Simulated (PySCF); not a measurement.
# C₆H₅FO₂: runs on many settings, part 2 of 2

PySCF 2.14.0. Atoms count from 0. Earlier steps stand in the parts before.

### 5 Spin-spin couplings: HSE06/cc-pVDZ

Job settings and geometry (Å):

```
{"job": {"kind": "j", "xc": "HSE06", "basis": "cc-pVDZ", "scf": {"guess": "sap"}}, "charge": 0, "multiplicity": 1}
C      2.006984    -0.189980    -0.119310
C      0.530109    -0.013722    -0.029662
C     -0.300650    -1.176889    -0.073877
C     -1.629918    -0.984071     0.008297
F     -2.497716    -1.993662    -0.023781
O     -2.232450     0.178556     0.127133
C     -1.486415     1.372524     0.178675
O     -2.097487     2.397610     0.287654
C     -0.060194     1.202831     0.091578
H      2.355821    -0.819315     0.698050
H      2.517980     0.766852    -0.074852
H      2.264738    -0.689463    -1.051978
H      0.112497    -2.164674    -0.169559
H      0.516023     2.112929     0.129467
```

Level: HSE06/cc-pVDZ indirect spin-spin coupling, non-relativistic, gas phase.

Standard output:

```text
final grid: 128128 points
cycle   1  E = -429.7538621954  dE =  4.365e+01  |g| = 1.024e+01  |ddm| = 6.696e+01
cycle   2  E = -305.6964039379  dE =  1.241e+02  |g| = 1.777e+01  |ddm| = 8.391e+01
cycle   3  E = -440.8615827733  dE = -1.352e+02  |g| = 7.587e+00  |ddm| = 5.504e+01
cycle   4  E = -429.7243936783  dE =  1.114e+01  |g| = 1.025e+01  |ddm| = 5.172e+01
cycle   5  E = -476.4644483521  dE = -4.674e+01  |g| = 4.641e+00  |ddm| = 4.761e+01
cycle   6  E = -477.0450565532  dE = -5.806e-01  |g| = 3.731e+00  |ddm| = 6.561e+00
cycle   7  E = -480.5487247887  dE = -3.504e+00  |g| = 2.115e+00  |ddm| = 6.293e+00
cycle   8  E = -480.5324498388  dE =  1.627e-02  |g| = 1.931e+00  |ddm| = 4.031e+00
cycle   9  E = -481.4034971931  dE = -8.710e-01  |g| = 5.960e-01  |ddm| = 3.064e+00
cycle  10  E = -481.4459334606  dE = -4.244e-02  |g| = 3.971e-01  |ddm| = 1.227e+00
cycle  11  E = -481.4767647509  dE = -3.083e-02  |g| = 1.402e-01  |ddm| = 6.466e-01
cycle  12  E = -481.4808103602  dE = -4.046e-03  |g| = 2.976e-02  |ddm| = 2.199e-01
cycle  13  E = -481.4810055966  dE = -1.952e-04  |g| = 8.832e-03  |ddm| = 4.535e-02
cycle  14  E = -481.4810236968  dE = -1.810e-05  |g| = 2.835e-03  |ddm| = 1.477e-02
cycle  15  E = -481.4810253357  dE = -1.639e-06  |g| = 8.519e-04  |ddm| = 5.108e-03
cycle  16  E = -481.4810255899  dE = -2.542e-07  |g| = 4.438e-04  |ddm| = 1.887e-03
cycle  17  E = -481.4810256488  dE = -5.899e-08  |g| = 1.129e-04  |ddm| = 8.288e-04
cycle  18  E = -481.4810256517  dE = -2.843e-09  |g| = 4.155e-05  |ddm| = 2.077e-04
cycle  19  E = -481.4810256520  dE = -3.217e-10  |g| = 1.342e-05  |ddm| = 5.789e-05
converged SCF energy = -481.4810256520

Indirect spin-spin couplings (Hz)
  i      j    bonds     total        FC       PSO       DSO        SD
  0 C    4 F    4      3.255     2.399     0.810    -0.228     0.274
  0 C    9 H    1    134.980   133.422     0.855     0.702         -
  0 C   10 H    1    136.671   135.197     0.774     0.700         -
  0 C   11 H    1    134.958   133.400     0.856     0.703         -
  0 C   12 H    3      2.974     2.942    -0.038     0.070         -
  0 C   13 H    3      4.165     4.233    -0.097     0.029         -
  1 C    4 F    3      5.372     5.298     1.721    -0.297    -1.349
  1 C    9 H    2     -6.160    -6.120    -0.026    -0.014         -
  1 C   10 H    2     -3.007    -2.625    -0.326    -0.056         -
  1 C   11 H    2     -6.159    -6.119    -0.027    -0.014         -
  1 C   12 H    2     -1.263    -0.448    -0.641    -0.174         -
  1 C   13 H    2     -1.914    -0.377    -1.286    -0.250         -
  2 C    4 F    2     24.979    36.015   -17.115    -0.125     6.203
  2 C    9 H    3      2.579     2.605    -0.120     0.093         -
  2 C   10 H    3      6.419     6.593     0.209    -0.383         -
  2 C   11 H    3      2.581     2.607    -0.120     0.094         -
  2 C   12 H    1    163.130   161.670     0.321     1.139         -
  2 C   13 H    3      5.477     5.747     0.183    -0.452         -
  3 C    4 F    1   -232.320  -205.374   -25.409     1.188    -2.725
  3 C    9 H    4     -1.283    -1.292     0.141    -0.133         -
  3 C   10 H    4      1.208     1.268     0.195    -0.254         -
  3 C   11 H    4     -1.281    -1.290     0.141    -0.132         -
  3 C   12 H    2     -1.717    -0.532    -1.085    -0.099         -
  3 C   13 H    4     -2.054    -1.891     0.192    -0.355         -
  4 F    5 O    2     -8.947   -28.652    18.612     0.005     1.089
  4 F    6 C    3     -7.433    -4.944    -2.330    -0.334     0.175
  4 F    7 O    4      0.539    -1.235     2.160     0.180    -0.566
  4 F    8 C    4     11.091     6.617    -0.485    -0.312     5.270
  4 F    9 H    5     -1.405    -1.340     0.681    -0.655    -0.090
  4 F   10 H    5      0.800     0.776     1.039    -1.061     0.046
  4 F   11 H    5     -1.403    -1.339     0.680    -0.654    -0.090
  4 F   12 H    3     -5.677    -1.678    -3.014    -0.075    -0.910
  4 F   13 H    5     -0.534     0.420     0.687    -1.498    -0.144
  5 O   12 H    3      0.117    -0.473     0.305     0.286         -
  5 O   13 H    3     -1.057    -0.973    -0.331     0.247         -
  6 C    9 H    4     -1.137    -1.084     0.132    -0.185         -
  6 C   11 H    4     -1.139    -1.085     0.132    -0.185         -
  6 C   13 H    2      3.731     4.312    -0.623     0.042         -
  7 O    9 H    5     -0.643    -0.700    -0.085     0.142         -
  7 O   11 H    5     -0.643    -0.700    -0.085     0.142         -
  7 O   12 H    5      0.298     0.133    -0.064     0.229         -
  7 O   13 H    3      0.114    -0.331     0.407     0.037         -
  8 C    9 H    3      5.357     5.535     0.106    -0.284         -
  8 C   10 H    3      4.489     4.667    -0.347     0.169         -
  8 C   11 H    3      5.353     5.531     0.106    -0.284         -
  8 C   12 H    3      3.429     3.700     0.195    -0.466         -
  8 C   13 H    1    161.044   159.891     0.056     1.097         -
  9 H   10 H    2    -11.718   -11.215     2.107    -2.610         -
  9 H   11 H    2    -16.123   -15.722     2.073    -2.474         -
  9 H   13 H    4     -2.055    -1.747     0.725    -1.033         -
 10 H   11 H    2    -11.711   -11.208     2.107    -2.610         -
 10 H   12 H    4     -0.360     0.095     1.113    -1.568         -
 10 H   13 H    4      0.243    -0.321    -1.201     1.765         -
 11 H   13 H    4     -2.057    -1.748     0.725    -1.034         -
```

It took 2.1 min on 1 thread, shared host.

The basis is not made for couplings: without tight functions at the nuclei these values are rough.

This run: J(C3,F4) -232.3 Hz, J(C2,H12) 163.1 Hz, J(C8,H13) 161.0 Hz (means over like pairs).

### 6 Shielding tensors: PBE0/pcSseg-1 in benzene

The job, as its differences from that of step 5:

```diff
@@ -1,2 +1,2 @@
-{"job": {"kind": "j", "xc": "HSE06", "basis": "cc-pVDZ", "scf": {"guess": "sap"}}, "charge": 0, "multiplicity": 1}
+{"job": {"kind": "nmr", "xc": "PBE0", "basis": "pcSseg-1", "solvent": "benzene", "pop": false}, "charge": 0, "multiplicity": 1}
 C      2.006984    -0.189980    -0.119310
```

Level: GIAO PBE0/pcSseg-1 NMR shielding, non-relativistic, IEF-PCM benzene.

Standard output:

```text
coarse grid: 12880 points
cycle   1  E = -481.0844535709  dE =  1.879e+00  |g| = 1.017e+00  |ddm| = 3.648e+00
cycle   2  E = -480.5692741748  dE =  5.152e-01  |g| = 1.921e+00  |ddm| = 2.353e+00
cycle   3  E = -481.2643106065  dE = -6.950e-01  |g| = 3.170e-01  |ddm| = 1.830e+00
cycle   4  E = -481.2820043107  dE = -1.769e-02  |g| = 9.504e-02  |ddm| = 2.970e-01
cycle   5  E = -481.2834056507  dE = -1.401e-03  |g| = 2.538e-02  |ddm| = 6.383e-02
cycle   6  E = -481.2835353979  dE = -1.297e-04  |g| = 6.731e-03  |ddm| = 2.177e-02
cycle   7  E = -481.2835429054  dE = -7.507e-06  |g| = 3.119e-03  |ddm| = 7.439e-03
final grid: 128128 points
cycle   8  E = -481.3634866377  dE = -6.635e-06  |g| = 1.723e-02  |ddm| = 3.782e-02
cycle   9  E = -481.3633651470  dE =  1.215e-04  |g| = 3.016e-02  |ddm| = 3.834e-02
cycle  10  E = -481.3635434104  dE = -1.783e-04  |g| = 2.092e-03  |ddm| = 2.614e-02
cycle  11  E = -481.3635442020  dE = -7.917e-07  |g| = 4.862e-04  |ddm| = 1.686e-03
cycle  12  E = -481.3635442392  dE = -3.722e-08  |g| = 1.892e-04  |ddm| = 4.836e-04
cycle  13  E = -481.3635442463  dE = -7.086e-09  |g| = 4.850e-05  |ddm| = 1.558e-04
cycle  14  E = -481.3635442468  dE = -4.777e-10  |g| = 1.399e-05  |ddm| = 4.495e-05
converged SCF energy = -481.3635442468

GIAO shielding tensors (ppm)
atom      isotropic    diamagn.    paramagn.     s11        s22        s33       span
  0 C      162.781     244.976     -82.196    149.774    151.451    187.116     37.342
  1 C       19.077     262.225    -243.148    -94.507    -17.680    169.418    263.925
  2 C       95.662     256.030    -160.368     28.142     97.677    161.167    133.025
  3 C       14.453     250.879    -236.426    -69.639     49.822     63.175    132.814
  4 F      240.770     471.439    -230.670    159.138    262.998    300.173    141.035
  5 O       35.659     401.913    -366.254    -99.506     13.324    193.159    292.665
  6 C       24.432     246.604    -222.172    -80.941     56.897     97.340    178.281
  7 O      -53.099     398.009    -451.108   -268.619   -154.775    264.098    532.717
  8 C       73.178     254.724    -181.546     -7.717     87.425    139.825    147.542
  9 H       29.313      28.017       1.296     25.330     27.613     34.995      9.666
 10 H       29.516      29.158       0.357     24.989     28.631     34.927      9.938
 11 H       29.314      28.016       1.298     25.327     27.619     34.994      9.667
 12 H       25.949      31.931      -5.982     22.775     26.114     28.958      6.182
 13 H       25.541      32.781      -7.240     22.292     24.838     29.494      7.202
```

Run time: 58 s. Hardware: 1 thread, shared host.

This run: δ C3 172.9, C1 168.3, C6 162.9, C8 114.2, H13 6.16, H12 5.76 ppm.

### 7 Side by side: NMR shifts

Shifts (ppm) of some atoms, chosen among heavy atoms and hydrogens apart, with basis size and wall time:

```
                     run     C1     C6    C2   H13   H12     O7     O5  functions  time
           PBE0/pcSseg-1  164.7  161.1  89.6  6.04  5.47  412.4  302.2        178  78 s
PBE0/pcSseg-1 in benzene  168.3  162.9  91.7  6.16  5.76  393.2  304.5        178  58 s
```

### 8 Side by side: spin-spin couplings

Couplings (Hz), each a mean over the pairs like the one named, with basis size and wall time:

```
                            run   C3–F4  C2–H12  C8–H13  C0–H9  C2–F4  H9–H10  F4–C6  functions     time
KT3/aug-cc-pVDZ in acetonitrile  -237.3   194.4   183.3  150.8   25.2   -18.1   -9.2        252    2 min
                  HSE06/cc-pVDZ  -232.3   163.1   161.0  135.5   25.0   -13.2   -7.4        151  2.1 min
```

### 9 What came out

What follows sums up all 2 parts.

| quantity | value |
| --- | --- |
| 13C shifts against TMS (PBE0/pcSseg-1) | 173.1, 164.7, 161.1, 114.3, 89.6, 24.0 ppm |
| 1H shifts against TMS (PBE0/pcSseg-1, means over atoms taken as alike) | 6.04, 5.47, 2.21 ppm |
| 19F shifts against CFCl3 (PBE0/pcSseg-1) | -66.7 ppm |
| 17O shifts against H2O (PBE0/pcSseg-1) | 412.4, 302.2 ppm |
| surface potential, 1st and 99th percentile | -1.81 V and 1.44 V |
| lowest singlet (PBE0/def2-SVPD) | 4.65 eV (266 nm), f = 0.140 |
| lowest triplet | 3.08 eV |
| largest coupling of the table (KT3/aug-cc-pVDZ) | 1J(C,F) C3–F4, -237.3 Hz |
| range of the shift of O7 | 393.2 to 412.4 ppm |
| range of J(C3,F4), mean over like pairs | -237.3 to -232.3 Hz |

In words: Single values in the summary come from the first run of each kind that ended normally (PBE0/pcSseg-1; PBE0/def2-SVPD; KT3/aug-cc-pVDZ), which need not be the best level. At PBE0/pcSseg-1: The largest span, 568 ppm, is at O7, where the paramagnetic term is -474 ppm. By nearest atom (PBE0/pcSseg-1), the HOMO sits on C2, C8 about 22 % each; O7 19 % and the LUMO on C1 27 %; C3, C8 about 16 % each. The first singlet state (HOMO→LUMO 0.97) lies at 4.65 eV and is bright. The lowest triplet lies 1.57 eV below the lowest singlet (triplets in Tamm-Dancoff, singlets in full TDDFT). Of the pairs tabulated at KT3/aug-cc-pVDZ, C3–F4 couples most strongly (-237.3 Hz; Fermi contact -215.7 Hz). Across the 2 runs the shift of O7 moves most, between 393.2 (PBE0/pcSseg-1 in benzene) and 412.4 ppm (PBE0/pcSseg-1). The coupling C3–F4, as a mean over pairs of its kind, runs from -237.3 Hz (KT3/aug-cc-pVDZ in acetonitrile) to -232.3 Hz (HSE06/cc-pVDZ). Couplings from bases without tight functions are rough.
